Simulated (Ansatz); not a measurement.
# GaH5O3S: one species, many methods

The task here is to estimate one member of a computed series from the others.

The runs use Ansatz 0.2.0, Gaussian basis; functionals in def2-TZVPP, the program's frozen cores in correlated methods.

The runs, in order: LDA (SPW92), PBE-D4, revPBE-D4, BLYP-D4, r2SCAN-D4, B97M-V, PBE0-D4, B3LYP-D4, r2SCANh-D4, r2SCAN0-D4, HSE06-D4, BHLYP-D4, CAM-B3LYP-D4, LC-ωPBE, ωB97X-V, ωB97M-V, B2PLYP, PBE-QIDH; CCSD(T)/def2-SVP; CCSD(T)/def2-TZVPP; MP2/def2-QZVPP; extrapolation to the limit; RPA on PBE.

### Structure used throughout

All runs share one geometry, relaxed beforehand with PBE0-D4 in a triple-zeta def2 set.

SMILES `[OH][Ga-]([OH])([OH])[SH2+]`, 10 atoms, charge 0, spin multiplicity 1.

Atoms are counted from 1 here; the program's logs count them from 0.

Bond lengths: O1–Ga2 1.802 Å, O1–H6 0.959 Å, Ga2–O3 1.798 Å, Ga2–O4 1.792 Å, Ga2–S5 2.607 Å, O3–H7 0.959 Å, O4–H8 0.959 Å, S5–H9 1.345 Å, S5–H10 1.344 Å. Angles: Ga2–O1–H6 112.3°, O1–Ga2–O3 117.7°, O1–Ga2–O4 118.8°, O1–Ga2–S5 94.5°, O3–Ga2–O4 119.0°, O3–Ga2–S5 95.5°, O4–Ga2–S5 101.3°, Ga2–O3–H7 112.6°, Ga2–O4–H8 112.4°, Ga2–S5–H9 90.5°, Ga2–S5–H10 90.0°, H9–S5–H10 92.8°.

Set-up of the first run:

in.yaml reads:

```yaml
crystal:
  periodic: [false, false, false]
  atoms:
    - {symbol: O, position_ang: [-1.774228, 0.121249, 0.058773]}
    - {symbol: Ga, position_ang: [-0.111656, -0.573890, 0.083789]}
    - {symbol: O, position_ang: [0.777936, -0.554859, 1.646326]}
    - {symbol: O, position_ang: [0.335460, -1.789851, -1.154303]}
    - {symbol: S, position_ang: [1.021063, 1.569335, -0.874414]}
    - {symbol: H, position_ang: [-2.121934, 0.264677, 0.941283]}
    - {symbol: H, position_ang: [1.400698, -1.280231, 1.725118]}
    - {symbol: H, position_ang: [-0.396876, -2.008672, -1.733870]}
    - {symbol: H, position_ang: [-0.183938, 2.137204, -1.059907]}
    - {symbol: H, position_ang: [1.136672, 2.063836, 0.370205]}
basis:
  gaussian: {orbitals: def2-TZVPP}
hamiltonian: {xc: lda}
output: {orbitals: {seedname: orbitals}}
```

Command:

```console
> ansatz run in.yaml --threads 4 --pin off --events-out ev --progress --plain --max-ram 10444MiB
```

Steps of the session up to this table: LDA; PBE-D4 (GGA); revPBE-D4 (GGA); BLYP-D4 (GGA); r2SCAN-D4 (meta-GGA); B97M-V (meta-GGA); PBE0-D4 (hybrid); B3LYP-D4 (hybrid); r2SCANh-D4 (hybrid); r2SCAN0-D4 (hybrid); HSE06-D4 (hybrid); BHLYP-D4 (hybrid); CAM-B3LYP-D4 (range-separated); LC-ωPBE (range-separated); ωB97X-V (range-separated); ωB97M-V (range-separated); B2PLYP (double hybrid); PBE-QIDH (double hybrid).

One table of the session follows, with a row left open; its other results are not shown here.

It belongs to the step «Orbital energies across the functionals». 

```
  functional  HOMO (eV)  gap (eV)
 LDA (SPW92)      -6.75      5.32
      PBE-D4      -6.52      5.19
   revPBE-D4      -6.43      5.16
     BLYP-D4      -6.42      5.17
   r2SCAN-D4      -6.90      5.83
      B97M-V      -6.96      5.83
     PBE0-D4      -8.16      7.83
    B3LYP-D4      -7.90      7.29
  r2SCANh-D4      -7.53      6.83
  r2SCAN0-D4      -8.41      8.26
    HSE06-D4      -7.75      7.04
    BHLYP-D4      -9.59     10.12
CAM-B3LYP-D4          ?         ?
     LC-ωPBE     -10.96     12.97
     ωB97X-V     -10.60     12.38
     ωB97M-V     -10.48     11.91
```

Estimate the missing values for CAM-B3LYP-D4.

The run gave: HOMO (eV): -9.59; gap (eV): 10.23.
